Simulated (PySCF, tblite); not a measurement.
# C₇H₅FNO radical: geometry, infrared bands and EPR parameters

Aim: predict the infrared bands and EPR parameters of C₇H₅FNO radical (`Fc1noc2c1=C[CH]CC=2`).

Programs: tblite 0.8.0 and PySCF 2.14.0, with density-fitted response routines of our own. Each step states its level of theory. These are calculated values for one molecule in the gas phase, unless marked as measured. Atoms count from 0, in the outputs and in this text.

## 1. The starting structure

15 atoms, charge 0, multiplicity 2; geometry from: force field or distance geometry start.

Bonds of the start (Å): F0–C1 1.33, C1–N2 1.32, N2–O3 1.45, O3–C4 1.38, C4–C5 1.42, C5–C6 1.33, C6–C7 1.44, C7–C8 1.52, C8–C9 1.50, C5–C1 1.44, C9–C4 1.34, C6–H10 1.08, C7–H11 1.09, C8–H12 1.11, C8–H13 1.10, C9–H14 1.07.

## 2. Optimising the geometry with GFN2-xTB

Job settings and geometry (Å):

```
{"job": {"kind": "relax", "xc": "GFN2-xTB", "basis": "xTB"}, "charge": 0, "multiplicity": 2}
F      2.943900     1.789900    -0.198200
C      2.297200     0.641900    -0.021500
N      2.929900    -0.485400     0.229700
O      1.900200    -1.496900     0.360300
C      0.676600    -0.885900     0.202600
C      0.859900     0.500700    -0.057000
C     -0.131700     1.365300    -0.265800
C     -1.487000     0.866100    -0.228800
C     -1.770600    -0.607700     0.028100
C     -0.540900    -1.445800     0.246700
H      0.041700     2.413700    -0.451800
H     -2.319600     1.544300    -0.398300
H     -2.421500    -0.684600     0.922000
H     -2.330000    -1.010500    -0.826800
H     -0.652500    -2.497200     0.436900
```

Run with:

```console
OMP_NUM_THREADS=1 python probes_run.py task.json out
```

This one command runs all jobs of the session in turn.

**Question.** This job is followed by: GFN2-xTB harmonic vibrations, gas phase; UKS B3LYP, pcH-1 on C F H N O, non-relativistic, mean-field spin-orbit, GIAO. What will the session give for the following? strongest single infrared mode (GFN2-xTB); zero-point energy (GFN2-xTB); g(iso) (B3LYP); ⟨S²⟩; largest a(iso) (averaged by class); surface potential, 1st and 99th percentile.

**Answer**, as computed:

| quantity | value |
| --- | --- |
| strongest single infrared mode (GFN2-xTB) | 1537 cm⁻¹, 172 km/mol |
| zero-point energy (GFN2-xTB) | 64.8 kcal/mol |
| g(iso) (B3LYP) | 2.00307 |
| ⟨S²⟩ | 0.782 (exact 0.75) |
| largest a(iso) (averaged by class) | 1H on H12, H13, 140.2 MHz |
| surface potential, 1st and 99th percentile | -1.65 V and 1.20 V |

In words: Over 21 steps the energy fell by 0.481 eV; of the close pairs, C6–C7 changed most, 1.445 to 1.345 Å. All 39 modes are real, so the xTB geometry is a minimum. The strongest single mode, at 1537 cm⁻¹, is carried by C1, C5, C7. GFN2-xTB is a fitted tight-binding method: band positions and strengths are rough. Its intensities can rank the bands wrongly. The largest share of the spin, 0.53 e, sits on C9. The isotropic g lies 0.8 ppt above the free-electron value.
